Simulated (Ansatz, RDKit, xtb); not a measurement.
# Isomers of C2H10OSi3, a sample narrowed down, part 2 of 2

Which of a sample of isomers of C2H10OSi3 is the most stable in the gas at 298.15 K, and what are its properties? The sample is small against all isomers, and the most stable one of this formula need not be in it.

xtb, Ansatz and PySCF; isolated molecules. The steps go on from the part before.

## (9) The final energy

Each finalist gets a single point at CCSD(T)/def2-SVP + MP2/def2-TZVPP - MP2/def2-SVP.

c813c, CCSD(T)/def2-SVP:

input.yaml reads:

```yaml
crystal:
  periodic: [false, false, false]
  atoms:
    - {symbol: C, position_ang: [-2.178487, 1.214391, -1.730431]}
    - {symbol: C, position_ang: [-0.848769, 1.064467, -1.555855]}
    - {symbol: O, position_ang: [-1.162639, 1.705304, 1.286017]}
    - {symbol: Si, position_ang: [-0.059322, 1.101345, 0.148342]}
    - {symbol: Si, position_ang: [0.293389, -1.096144, 0.907625]}
    - {symbol: Si, position_ang: [-1.790294, -1.755582, 1.779544]}
    - {symbol: H, position_ang: [-2.850719, 1.381035, -0.870083]}
    - {symbol: H, position_ang: [-2.654219, 1.176349, -2.725697]}
    - {symbol: H, position_ang: [-0.211009, 0.888877, -2.443118]}
    - {symbol: H, position_ang: [1.200800, 1.933969, 0.091040]}
    - {symbol: H, position_ang: [-1.447907, 2.623126, 1.126423]}
    - {symbol: H, position_ang: [1.364320, -1.188517, 1.965021]}
    - {symbol: H, position_ang: [0.690294, -1.982963, -0.245812]}
    - {symbol: H, position_ang: [-2.867141, -1.441539, 0.775308]}
    - {symbol: H, position_ang: [-2.071371, -1.005657, 3.051838]}
    - {symbol: H, position_ang: [-1.828645, -3.233614, 2.070811]}
basis:
  gaussian: {orbitals: def2-SVP}
correlation: {method: ccsd_t, frozen_orbitals: {H: 0, C: 1, O: 1, Si: 5}}
```

Command:

```sh
$ ansatz run input.yaml --threads 2 --pin off --max-ram 5220MiB --events-out events.jsonl --progress --plain --runs-dir runs
```

What it wrote (excerpt; [...] marks lines left out):

```text
Warning: RAYON_NUM_THREADS=2 ignored (pool sized by the plan → 2); use --threads N
Functional definition: HF
  name "HF"
[...]
1443 factors; integrals over basis functions are off by at most 1.6e-3 eV
[...]
mean field -27832.91574680 eV, -1022.8407878672 hartree, gradient 2.0e-6 eV, S^2 0.000000; 0 other end points of the search recorded, 0 dependent functions left out; unrestricted orbitals would lower it
18 core orbitals not correlated: weight in the atoms' cores, before any rotation towards them, 1.000 or more for the frozen orbitals, at most 0.000 for the correlated occupied ones
reference -27832.91574680 eV, -1022.8407878672 hartree; 18, 18 occupied and 110, 110 virtual orbitals, 1443 factors
second order -20.50339769 eV of doubles, -0.00000000 eV of singles
cycle   1  -21.93620210 eV  change    -1.4e0 eV  update   1.2e-1
[...]
cycle   9  -22.79886976 eV  change   -1.9e-5 eV  update   1.9e-5
perturbative correction -0.70003313 eV, -0.0257257430 hartree
Total energy: -27856.41464969 eV, -1023.7043566202 hartree
```

Run time: 17 s. Hardware: 2 threads of Intel Xeon Gold 6455B (Sapphire Rapids), shared host; peak memory 1.1 GiB.

## (10) c813c at MP2/def2-TZVPP

input.yaml, as its differences from that of step 9:

```diff
@@ -20,3 +20,4 @@
 basis:
-  gaussian: {orbitals: def2-SVP}
-correlation: {method: ccsd_t, frozen_orbitals: {H: 0, C: 1, O: 1, Si: 5}}
+  gaussian: {orbitals: def2-TZVPP}
+total_charge: 0
+correlation: {method: mp2, frozen_orbitals: {H: 0, C: 1, O: 1, Si: 5}}
```

Command:

```sh
$ ansatz run input.yaml --threads 2 --pin off --max-ram 5220MiB --events-out events.jsonl --progress --plain --runs-dir runs
```

What it wrote:

```text
Warning: RAYON_NUM_THREADS=2 ignored (pool sized by the plan → 2); use --threads N
Functional definition: HF
  name "HF"
  exchange = exact_x
  correlation = 0
2075 factors; integrals over basis functions are off by at most 9.9e-4 eV
mean field evaluation 1: about -27840.8192 eV, gradient 4.3e1 eV
mean field evaluation 2: about -27841.1873 eV, gradient 4.4e1 eV
mean field evaluation 4: about -27846.2350 eV, gradient 5.2e0 eV
mean field evaluation 8: about -27846.3514 eV, gradient 3.1e-1 eV
mean field evaluation 16: about -27846.3520 eV, gradient 1.5e-6 eV
mean field -27846.35203960 eV, -1023.3345625200 hartree, gradient 1.5e-6 eV, S^2 0.000000; 0 other end points of the search recorded, 0 dependent functions left out; unrestricted orbitals would lower it
18 core orbitals not correlated: weight in the atoms' cores, before any rotation towards them, 1.000 or more for the frozen orbitals, at most 0.000 for the correlated occupied ones
reference -27846.35203960 eV, -1023.3345625200 hartree; 18, 18 occupied and 323, 323 virtual orbitals, 2075 factors
second order -25.61602313 eV of doubles, -0.00000000 eV of singles
Total energy: -27871.96806273 eV, -1024.2759340069 hartree
```

Run time: 12 s. Hardware: 2 threads of Intel Xeon Gold 6455B (Sapphire Rapids), shared host; peak memory 1.3 GiB.

## (11) c909a at CCSD(T)/def2-SVP

input.yaml reads:

```yaml
crystal:
  periodic: [false, false, false]
  atoms:
    - {symbol: C, position_ang: [-0.530770, 1.552779, -1.966557]}
    - {symbol: C, position_ang: [-1.336834, 0.799044, -1.190298]}
    - {symbol: O, position_ang: [0.829843, 0.580809, 0.783994]}
    - {symbol: Si, position_ang: [-0.746786, 0.053699, 0.432330]}
    - {symbol: Si, position_ang: [-0.640999, -2.290364, 0.257553]}
    - {symbol: Si, position_ang: [-2.261885, 0.668635, 2.140627]}
    - {symbol: H, position_ang: [0.515551, 1.751791, -1.674999]}
    - {symbol: H, position_ang: [-0.870794, 1.994483, -2.919176]}
    - {symbol: H, position_ang: [-2.377642, 0.613103, -1.517196]}
    - {symbol: H, position_ang: [0.876641, 1.509445, 1.074711]}
    - {symbol: H, position_ang: [-1.999560, -2.798737, -0.153036]}
    - {symbol: H, position_ang: [0.363254, -2.709449, -0.783066]}
    - {symbol: H, position_ang: [-0.277494, -2.919862, 1.576189]}
    - {symbol: H, position_ang: [-1.939434, -0.028106, 3.436707]}
    - {symbol: H, position_ang: [-3.671890, 0.311674, 1.743954]}
    - {symbol: H, position_ang: [-2.204275, 2.157331, 2.382039]}
basis:
  gaussian: {orbitals: def2-SVP}
correlation: {method: ccsd_t, frozen_orbitals: {H: 0, C: 1, O: 1, Si: 5}}
```

Command:

```sh
$ ansatz run input.yaml --threads 2 --pin off --max-ram 5220MiB --events-out events.jsonl --progress --plain --runs-dir runs
```

What it wrote (excerpt; [...] marks lines left out):

```text
Warning: RAYON_NUM_THREADS=2 ignored (pool sized by the plan → 2); use --threads N
Functional definition: HF
  name "HF"
[...]
1442 factors; integrals over basis functions are off by at most 1.1e-3 eV
[...]
mean field -27832.77815443 eV, -1022.8357314408 hartree, gradient 2.5e-6 eV, S^2 0.000000; 0 other end points of the search recorded, 0 dependent functions left out; unrestricted orbitals would lower it
18 core orbitals not correlated: weight in the atoms' cores, before any rotation towards them, 1.000 or more for the frozen orbitals, at most 0.000 for the correlated occupied ones
reference -27832.77815443 eV, -1022.8357314408 hartree; 18, 18 occupied and 110, 110 virtual orbitals, 1442 factors
second order -20.50660321 eV of doubles, -0.00000000 eV of singles
cycle   1  -21.92640799 eV  change    -1.4e0 eV  update   1.2e-1
[...]
cycle   9  -22.80206738 eV  change   -2.3e-5 eV  update   2.2e-5
perturbative correction -0.70644200 eV, -0.0259612648 hartree
Total energy: -27856.28666382 eV, -1023.6996532260 hartree
```

Run time: 17 s. Hardware: 2 threads of Intel Xeon Gold 6455B (Sapphire Rapids), shared host; peak memory 1.1 GiB.

For c813c, c909a, c116c, c078a the log finds that unrestricted Hartree-Fock orbitals lie lower, a sign to watch the closed-shell reference there.

## (12) Free energies and the winner

Energies in kcal/mol from c813c; G adds the thermal terms to the CCSD(T)/def2-SVP + MP2/def2-TZVPP - MP2/def2-SVP energy. The columns left of the relaxed level are at the tight-binding geometries.

```
label                     SMILES     spin  GFN2-xTB  HF/STO-3G  r2SCAN-D4/def2-SVP  PBE-D3(BJ)/def2-SVP  HF/def2-SVP  MP2/def2-SVP  CCSD(T)/def2-SVP + MP2/def2-TZVPP - MP2/def2-SVP    G  share at equilibrium     T1
c813c  C=C[Si@@H](O)[SiH2][SiH3]  singlet       0.0        0.0                 0.0                  0.0          0.0           0.0                                               0.0  0.0                90.6 %  0.013
c909a   C=C[Si](O)([SiH3])[SiH3]  singlet       0.3        2.2                 1.9                  2.1          3.2           3.1                                               2.2  1.4                 8.0 %  0.013
c116c     C=C[SiH2][SiH2][SiH2]O  singlet       0.6        3.1                 3.5                  3.3          3.5           3.7                                               2.5  2.5                 1.3 %  0.013
c078a  C=C[SiH2][Si@@H](O)[SiH3]  singlet       0.4        4.1                 5.4                  4.1          6.8           6.1                                               4.7  4.1                 0.1 %  0.013
```

Lowest found: c813c, `C=C[Si@@H](O)[SiH2][SiH3]`, a singlet. Bond lengths: C1–C2 1.349 Å, C2–Si4 1.879 Å, O3–Si4 1.696 Å, Si4–Si5 2.352 Å, Si5–Si6 2.353 Å, C1–H7 1.104 Å, C1–H8 1.104 Å, C2–H9 1.107 Å, Si4–H10 1.511 Å, O3–H11 0.974 Å, Si5–H12 1.508 Å, Si5–H13 1.508 Å, Si6–H14 1.506 Å, Si6–H15 1.503 Å, Si6–H16 1.507 Å. Some angles: C1–C2–Si4 122.0°, C2–Si4–O3 110.0°, C2–Si4–Si5 109.7°, O3–Si4–Si5 102.3°, Si4–Si5–Si6 104.4°, C1–C2–H9 118.8°, Si4–C2–H9 119.2°, C2–C1–H7 121.0°, C2–C1–H8 122.5°, C2–Si4–H10 109.1°.

```xyz
16

C    -2.1785    1.2144   -1.7304
C    -0.8488    1.0645   -1.5559
O    -1.1626    1.7053    1.2860
Si   -0.0593    1.1013    0.1483
Si    0.2934   -1.0961    0.9076
Si   -1.7903   -1.7556    1.7795
H    -2.8507    1.3810   -0.8701
H    -2.6542    1.1763   -2.7257
H    -0.2110    0.8889   -2.4431
H     1.2008    1.9340    0.0910
H    -1.4479    2.6231    1.1264
H     1.3643   -1.1885    1.9650
H     0.6903   -1.9830   -0.2458
H    -2.8671   -1.4415    0.7753
H    -2.0714   -1.0057    3.0518
H    -1.8286   -3.2336    2.0708
```

## (13) What came out

This closing draws on all 2 parts.

| quantity | value |
| --- | --- |
| lowest structure found | C=C[Si@@H](O)[SiH2][SiH3], singlet |
| next finalist | C=C[Si](O)([SiH3])[SiH3], singlet, 1.4 kcal/mol higher in G |
| share at equilibrium, among the finalists | 90.6 % |
| funnel | 14 starts, 13 minima at GFN2-xTB from these starts (15 with those found later), 10 screening runs, 4 relaxed, 4 ranked |
| CPU time of all runs | 12 min |

The search ends on `C=C[Si@@H](O)[SiH2][SiH3]`. Its margin of 1.4 kcal/mol is inside the likely error of CCSD(T)/def2-SVP + MP2/def2-TZVPP - MP2/def2-SVP with harmonic terms (about 1.5 kcal/mol), so the order of the first two is not settled. With 5 minima in the window unscreened, the next finalist need not be the second lowest, and margin and share hold for the finalists alone. HF/STO-3G, r2SCAN-D4/def2-SVP, PBE-D3(BJ)/def2-SVP, HF/def2-SVP and MP2/def2-SVP already put its bonding pattern lowest among the structures in one piece; GFN2-xTB favours the singlet C=C[SiH2][SiH2][SiH2]O (c116d, not a finalist). The largest share of the time went into the relaxations (63 % of the CPU time that the search's summary counts). 5 minima inside the window were never screened. The search is not exhaustive (a finite list of starts, one conformer a finalist), so a lower isomer can't be ruled out. Only 4 drawn patterns were tried, so whole families of isomers are missing, and the result ranks only the part of this sample that was screened. The lowest isomer need not be the one that is made and kept in a bottle, which depends on barriers.
